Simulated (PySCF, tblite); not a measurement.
**C₇H₁₃NSi₂: geometry, infrared bands and NMR shifts**

What infrared bands and NMR shifts should C₇H₁₃NSi₂ (`N#CCC[C@@H]1C[SiH2]C=C1[SiH3]`) show?

Computed with tblite 0.8.0 and PySCF 2.14.0, with density-fitted response routines of our own, on a single molecule in the gas phase. Atoms are numbered from 0 throughout.

### 1 The starting structure

23 atoms, charge 0, multiplicity 1; geometry from: force field or distance geometry start.

Bonds of the start (Å): N0–C1 1.17, C1–C2 1.46, C2–C3 1.52, C3–C4 1.54, C4–C5 1.46, C5–Si6 1.86, Si6–C7 1.86, C7–C8 1.30, C8–Si9 1.88, C8–C4 1.44, C2–H10 1.12, C2–H11 1.10, C3–H12 1.13, C3–H13 1.10, C4–H14 1.14, C5–H15 1.12, C5–H16 1.11, Si6–H17 1.45, Si6–H18 1.46, C7–H19 1.09, Si9–H20 1.47, Si9–H21 1.47, Si9–H22 1.46.

### 2 Relaxing the molecule with GFN2-xTB

What the job is given:

```
{"job": {"kind": "relax", "xc": "GFN2-xTB", "basis": "xTB"}, "charge": 0, "multiplicity": 1}
N      4.270500     0.506800    -1.216900
C      3.204200     0.139400    -0.922400
C      1.886400    -0.334900    -0.517000
C      1.211400     0.714500     0.346800
C     -0.191600     0.256100     0.798300
C     -0.201600    -0.991800     1.555900
Si    -1.211100    -2.126500     0.477200
C     -1.829700    -0.700900    -0.550200
C     -1.182600     0.386900    -0.233100
Si    -1.576100     2.016000    -1.086500
H      1.303500    -0.442000    -1.463000
H      2.039100    -1.275700     0.028800
H      1.869800     0.808900     1.254400
H      1.200200     1.703100    -0.133700
H     -0.458300     1.068700     1.548600
H     -0.704400    -0.870700     2.549300
H      0.769800    -1.493000     1.722700
H     -0.427800    -3.073600    -0.293100
H     -2.257700    -2.731100     1.294300
H     -2.618800    -0.856600    -1.283300
H     -2.823000     1.892500    -1.849900
H     -1.769600     3.018200    -0.022600
H     -0.507200     2.413000    -1.994400
```

Command:

```
OMP_NUM_THREADS=1 python probes_run.py task.json out
```

The driver reads the jobs from task.json and runs them one after another.

**Question.** This job is followed by: GFN2-xTB harmonic vibrations, gas phase; GIAO PBE0/pcSseg-1 NMR shielding, non-relativistic, gas phase. Predict these results of the whole session: strongest single infrared mode (GFN2-xTB); zero-point energy (GFN2-xTB); 13C shifts against TMS (PBE0/pcSseg-1); 1H shifts against TMS (PBE0/pcSseg-1, means over atoms taken as alike); 15N shifts against NH3 (PBE0/pcSseg-1); 29Si shifts against TMS (PBE0/pcSseg-1).

**Answer**, as computed:

| quantity | value |
| --- | --- |
| strongest single infrared mode (GFN2-xTB) | 2227 cm⁻¹, 365 km/mol |
| zero-point energy (GFN2-xTB) | 107.7 kcal/mol |
| 13C shifts against TMS (PBE0/pcSseg-1) | 175.3, 152.2, 124.7, 54.7, 36.5, 14.1, 10.5 ppm |
| 1H shifts against TMS (PBE0/pcSseg-1, means over atoms taken as alike) | 6.85, 4.67, 4.64, 4.23, 3.54, 2.02, 1.99, 1.91, 1.71, 1.49, 0.56 ppm |
| 15N shifts against NH3 (PBE0/pcSseg-1) | 298.1 ppm |
| 29Si shifts against TMS (PBE0/pcSseg-1) | -28.4, -76.0 ppm |

**Reading.** Over 75 steps the energy fell by 0.691 eV; of the close pairs, C4–C5 changed most, 1.460 to 1.542 Å. All 63 modes are real, so the xTB geometry is a minimum. The strongest single mode, at 2227 cm⁻¹, moves mainly H22. Unscaled tight-binding wavenumbers are off by several per cent, some by more. Its intensities can rank the bands wrongly. H19 (hydrogen on an alkene CH) lies farthest downfield among hydrogen, at 6.85 ppm; attached to an sp2 carbon and in the plane of the double bond. At PBE0/pcSseg-1: The widest tensor belongs to N0: span 501 ppm, with a paramagnetic part of -370 ppm.
